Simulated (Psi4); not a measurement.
# HF/STO-3G run of CH7NSn (SMILES C[NH][SnH3])

Aim: the energy change on altering one bond length of CH7NSn at HF/STO-3G, from 2 runs. 

The calculation is run with Psi4 1.11.

2 further runs of the same task are left out: 2 set aside as unsound or not needed.

### Step 1. Starting point

The species is CH7NSn (10 atoms), meant as a singlet with charge 0. As SMILES, `C[NH][SnH3]`. The coordinates come from a PBE0-D4/def2-TZVP relaxation.

Bond lengths: C1–N2 1.451 Å, N2–Sn3 2.028 Å, C1–H4 1.095 Å, C1–H5 1.094 Å, C1–H6 1.101 Å, N2–H7 1.011 Å, Sn3–H8 1.705 Å, Sn3–H9 1.706 Å, Sn3–H10 1.718 Å. Some angles: C1–N2–Sn3 118.3°, C1–N2–H7 111.0°, Sn3–N2–H7 112.3°, N2–C1–H4 110.3°, N2–C1–H5 109.7°, N2–C1–H6 115.2°, N2–Sn3–H8 106.4°, N2–Sn3–H9 105.8°, N2–Sn3–H10 112.2°, H4–C1–H5 106.6°.

### Step 2. A single-point energy at HF/STO-3G

ch7nsn.json

```json
{
 "schema_name": "qcschema_input",
 "schema_version": 1,
 "molecule": {
  "schema_name": "qcschema_molecule",
  "schema_version": 2,
  "symbols": ["C", "N", "Sn", "H", "H", "H", "H", "H", "H", "H"],
  "geometry": [-1.69772995, 1.4324124, -1.66144721, -0.64817606, -1.00703505, -0.97604354, 1.69565125, -1.18939362, 2.05054182, -3.14488222, 1.20488938, -3.12315037, -2.63956945, 2.26975005, -0.0221098, -0.31785193, 2.82438467, -2.35743334, 0.07048678, -1.89728503, -2.50615479, 2.74331542, -4.23109679, 2.21079059, -0.09939959, -0.36944146, 4.59902647, 4.19556994, 0.86625046, 1.79146037],
  "molecular_charge": 0,
  "molecular_multiplicity": 1,
  "fix_symmetry": "c1",
  "fix_com": true,
  "fix_orientation": true
 },
 "driver": "energy",
 "model": {
  "method": "scf",
  "basis": "STO-3G"
 },
 "keywords": {
  "puream": true,
  "e_convergence": 1e-09,
  "d_convergence": 1e-08,
  "scf_type": "pk",
  "scf_properties": ["DIPOLE", "LOWDIN_CHARGES", "QUADRUPOLE"]
 }
}
```

The run is started by

```console
$ psi4 --qcschema ch7nsn.json -n 1 --memory 1600MB
```

stdout:

```text
[...]
  Running in c1 symmetry.
[...]
  Nuclear repulsion =  268.287947116301666
[...]
  Multiplicity = 1
[...]
  Nalpha       = 35
  Nbeta        = 35
[...]
    Number of basis functions: 44
[...]
   @RHF iter   1: -6058.31011763200513   -4.56102e+00   1.06405e-02 ADIIS/DIIS
[...]
   @RHF iter  10: -6058.51840031708525    0.00000e+00   6.48555e-09 DIIS
[...]
    Orbital Energies [Eh]
    ---------------------
    Doubly Occupied:
       1A   -1029.897690     2A   -153.528749     3A   -145.358443
       4A   -145.358324     5A   -145.358319     6A    -29.603251
       7A    -26.585603     8A    -26.585273     9A    -26.585162
      10A    -18.187842    11A    -18.187664    12A    -18.187320
      13A    -18.187050    14A    -18.186931    15A    -15.223118
      16A    -11.052531    17A     -4.808879    18A     -3.561838
      19A     -3.561072    20A     -3.560180    21A     -1.074034
      22A     -0.892187    23A     -0.888842    24A     -0.887683
      25A     -0.881651    26A     -0.881072    27A     -0.820819
      28A     -0.585603    29A     -0.548875    30A     -0.526549
      31A     -0.483443    32A     -0.394867    33A     -0.382795
      34A     -0.365200    35A     -0.262942
[...]
  @RHF Final Energy: -6058.51840031708525
   => Energetics <=
    Nuclear Repulsion Energy =            268.2879471163016660
    One-Electron Energy =               -8910.7290916261918028
    Two-Electron Energy =                2583.9227441928051121
    Total Energy =                      -6058.5184003170852520
[...]
 Multipole Moments:
 ------------------------------------------------------------------------------------
     Multipole            Electronic (a.u.)      Nuclear  (a.u.)        Total (a.u.)
 ------------------------------------------------------------------------------------
 L = 1.  Multiply by 2.5417464519 to convert [e a0] to [Debye]
 Dipole X            :        -70.3866743           70.8666193            0.4799450
 Dipole Y            :         57.3467925          -57.2570007            0.0897918
 Dipole Z            :        -86.2901330           86.3185321            0.0283991
 Magnitude           :                                                    0.4890974
 L = 2.  Multiply by 1.3450342976 to convert [e a0^2] to [Debye ang]
 Quadrupole XX       :       -235.6599620          206.0983816          -29.5615804
 Quadrupole XY       :        128.4866088         -129.6097475           -1.1231387
[...]
```

The result, in JSON:

```text
{
 "driver": "energy",
 "model": {
  "method": "scf",
  "basis": "STO-3G"
 },
 "success": true,
 "return_result": -6058.518400317085,
 "properties": {
  "calcinfo_nbasis": 44,
  "calcinfo_nmo": 44,
  "calcinfo_nalpha": 35,
  "calcinfo_nbeta": 35,
  "calcinfo_natom": 10,
  "nuclear_repulsion_energy": 268.28794711630167,
  "return_energy": -6058.518400317085,
  "scf_one_electron_energy": -8910.729091626192,
  "scf_two_electron_energy": 2583.922744192805,
  "scf_dipole_moment": [0.47994498083760107, 0.08979182746849546, 0.028399115151700016],
  "scf_total_energy": -6058.518400317085,
  "scf_iterations": 10
 }
}
```

It took 3.3 s on 1 thread of AMD EPYC 7R13 (Zen 3), shared host; peak memory 0.19 GiB.

### Step 3. The distorted shape: energy and gradient at HF/STO-3G

job.py

```python
import psi4

psi4.set_memory(1600000000)
psi4.set_num_threads(1)
psi4.core.set_output_file('output.dat', False)

molecule = psi4.geometry("""
0 1
C
N 1 1.451359
Sn 2 2.027999 1 118.27624
H 1 1.095102 2 110.2629 3 -171.09038
H 1 1.09421 4 106.61764 2 -118.97016
H 1 1.100644 5 107.24546 4 114.94359
H 2 1.011028 1 110.99276 5 174.03011
H 3 1.704512 2 106.44805 7 -44.72899
H 3 1.705667 8 112.45908 2 115.37878
H 3 3.780001 8 110.57292 9 122.51434
symmetry c1
no_reorient
no_com
""")

psi4.set_options({
    'basis': 'STO-3G',
    'reference': 'rhf',
    'puream': True,
    'e_convergence': 1e-09,
    'd_convergence': 1e-08,
    'scf_type': 'pk',
})

e_tot, wfn = psi4.gradient('hf', return_wfn=True)
psi4.oeprop(wfn, 'QUADRUPOLE', 'DIPOLE', 'MAYER_INDICES', title='HF')
print('gradient / Eh bohr^-1')
print(e_tot.np.round(6))
print(f'energy = {wfn.energy():.10f} Eh')
```

The run is started by

```console
$ python job.py
```

output.dat (excerpt; [...] marks lines left out):

```text
[...]
  Running in c1 symmetry.
[...]
  Nuclear repulsion =  258.899052997776323
[...]
  Multiplicity = 1
[...]
  Nalpha       = 35
  Nbeta        = 35
[...]
    Number of basis functions: 44
[...]
   @RHF iter   1: -6057.67637969366842   -4.17083e+00   1.09070e-02 DIIS/ADIIS
[...]
   @RHF iter  14: -6058.19818123527421   -7.27596e-12   1.40186e-09 DIIS
[...]
  @RHF Final Energy: -6058.19818123527421
   => Energetics <=
    Nuclear Repulsion Energy =            258.8990529977763231
    One-Electron Energy =               -8891.0560600635017181
    Two-Electron Energy =                2573.9588258304502233
    Total Energy =                      -6058.1981812352751149
[...]
  -Total Gradient:
     Atom            X                  Y                   Z
    ------   -----------------  -----------------  -----------------
       1       -0.001870269367    -0.007690616538     0.024652017419
       2       -0.009084870506     0.041278683189    -0.029270210552
       3        0.005760728817     0.008776237437     0.000958824739
       4        0.002197272346     0.002505133314     0.000594432735
       5        0.003171839347    -0.001003432304    -0.001394951962
       6       -0.002900094298    -0.002387394472    -0.002175661690
       7        0.012723816635    -0.014813107387     0.001245621976
       8       -0.001058457250     0.005986275733     0.023266319200
       9        0.022158564342    -0.008373123519    -0.006148634500
      10       -0.031098530063    -0.024278655679    -0.011727756933
[...]
 Multipole Moments:
 ------------------------------------------------------------------------------------
     Multipole            Electronic (a.u.)      Nuclear  (a.u.)        Total (a.u.)
 ------------------------------------------------------------------------------------
 L = 1.  Multiply by 2.5417464519 to convert [e a0] to [Debye]
 Dipole X            :          2.5819041           -2.1678001            0.4141040
 Dipole Y            :         -8.5192043            8.9945181            0.4753138
 Dipole Z            :         12.7112161          -12.4401965            0.2710196
 Magnitude           :                                                    0.6861902
 L = 2.  Multiply by 1.3450342976 to convert [e a0^2] to [Debye ang]
 Quadrupole XX       :        -78.2201250           44.3723487          -33.8477763
 Quadrupole XY       :        -21.5948559           15.8060448           -5.7888111
[...]
```

The script printed:

```text
gradient / Eh bohr^-1
[[-0.00187  -0.007691  0.024652]
 [-0.009085  0.041279 -0.02927 ]
 [ 0.005761  0.008776  0.000959]
 [ 0.002197  0.002505  0.000594]
 [ 0.003172 -0.001003 -0.001395]
 [-0.0029   -0.002387 -0.002176]
 [ 0.012724 -0.014813  0.001246]
 [-0.001058  0.005986  0.023266]
 [ 0.022159 -0.008373 -0.006149]
 [-0.031099 -0.024279 -0.011728]]
energy = -6058.1981812353 Eh
```

Run time: 4.5 s. Hardware: 1 thread of AMD EPYC 7R13 (Zen 3), shared host; peak memory 0.19 GiB.

### Step 4. Summary of results

Level: HF/STO-3G.

```
                                                           quantity           value
                                          first shape: total energy  -6058.51840 Eh
                                         first shape: dipole moment          1.24 D
                                           first shape: HOMO energy        -7.16 eV
                                           first shape: LUMO energy        11.04 eV
                                         first shape: HOMO–LUMO gap        18.19 eV
                                      distorted shape: total energy  -6058.19818 Eh
                                     distorted shape: dipole moment          1.74 D
                                       distorted shape: HOMO energy        -3.24 eV
                                       distorted shape: LUMO energy         1.97 eV
                                     distorted shape: HOMO–LUMO gap         5.22 eV
                          distorted shape: largest force on an atom      2.644 eV/Å
energy change with the Sn3–H10 bond stretched from 1.718 to 3.780 Å        8.714 eV
```

**Reading.** One bond (distorted shape) is far stretched, which a spin-restricted single reference describes badly; a broken-symmetry solution may lie lower. With the Sn3–H10 bond stretched from 1.718 to 3.780 Å the energy rises by 8.71 eV (201 kcal/mol). The first shape isn't relaxed at this level, so the change isn't measured from a minimum. A restricted reference can't describe the breaking bond well at this length. The minimal basis adds a large error of its own. Relativity is left out (first shape) although the molecule holds a heavy atom. Relativity is left out (distorted shape) although the molecule holds a heavy atom.
